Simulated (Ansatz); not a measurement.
I need the energy of protonation at one site of CH₄GeO, SMILES [CH2]1[O][GeH2]1. Use the Python package of Ansatz (0.2.0). Level of theory (for the species named): MP2, def2-SVP basis, multiplicity 1.

Contents of `ch4geo.xyz`:
```text
7

C    -0.52500   -0.48280   -0.67130
O    -0.81010   -0.58360    0.64250
Ge    0.63910    0.50560    0.42720
H    -1.27090    0.19910   -1.17990
H    -0.19210   -1.38080   -1.16020
H     0.28750    1.94220    0.92160
H     1.93280   -0.26770    0.97440
```

`ch4geo_pa.py`
```python
"""Proton affinity of CH4GeO at one site."""

import ansatz as az
import numpy as np


def main() -> None:
    ch4geo = az.Crystal.molecule_from_extxyz("ch4geo.xyz")

    model = ch4geo.calculation().basis(gaussian="def2-SVP").correlation("mp2")
    symbols = [site.symbol for site in ch4geo.cartesian_sites]
    start = np.array([site.position_ang for site in ch4geo.cartesian_sites], dtype=float)
    data = model.relax(force_tolerance=0.01).run(threads=1).report
    end = np.array(data["positions_ang"])

    # put the proton on the side away from the neighbours, slightly off axis
    away = sum((end[1] - end[j]) / np.linalg.norm(end[1] - end[j]) for j in [0, 2]) + np.array([0.15, 0.1, -0.2])
    proton = end[1] + 1.0 * away / np.linalg.norm(away)
    acid = az.Crystal.molecule()
    for symbol, place in zip(symbols, end):
        acid = acid.atom(symbol, place.tolist())
    acid = acid.atom("H", proton.tolist())
    protonated = (
        acid.calculation()
        .basis(gaussian="def2-SVP")
        .correlation("mp2")
        .charge(1)
        .relax(force_tolerance=0.01, max_steps=80)
    )
    after = protonated.run(threads=1).report
    xyz = np.array(after["positions_ang"])
    reach = np.linalg.norm(xyz[:-1] - xyz[-1], axis=1)
    print(f"base {data['free_energy_ev']:.5f} eV, protonated {after['free_energy_ev']:.5f} eV")
    print(f"the proton ends {reach.min():.3f} A from {symbols[reach.argmin()]}{reach.argmin()}")
    print(f"electronic proton affinity {23.060548 * (data['free_energy_ev'] - after['free_energy_ev']):.1f} kcal/mol")


if __name__ == "__main__":
    main()
```

Output of `python ch4geo_pa.py`:
```text
base -59608.22453 eV, protonated -59617.43219 eV
the proton ends 0.977 A from O1
electronic proton affinity 212.3 kcal/mol
```

Caveats:
- Total energies depend on the basis set; only differences at equal settings carry meaning.
- The proton is put on one chosen atom, which needn't be the most basic site, so the molecule's proton affinity can be higher; the ends are stationary points, not checked by frequencies, and zero-point and thermal terms count only where printed.
- Wall time of the script: 80 s on 1 thread of Arm Neoverse V1 (shared host), peak memory 0.26 GiB.
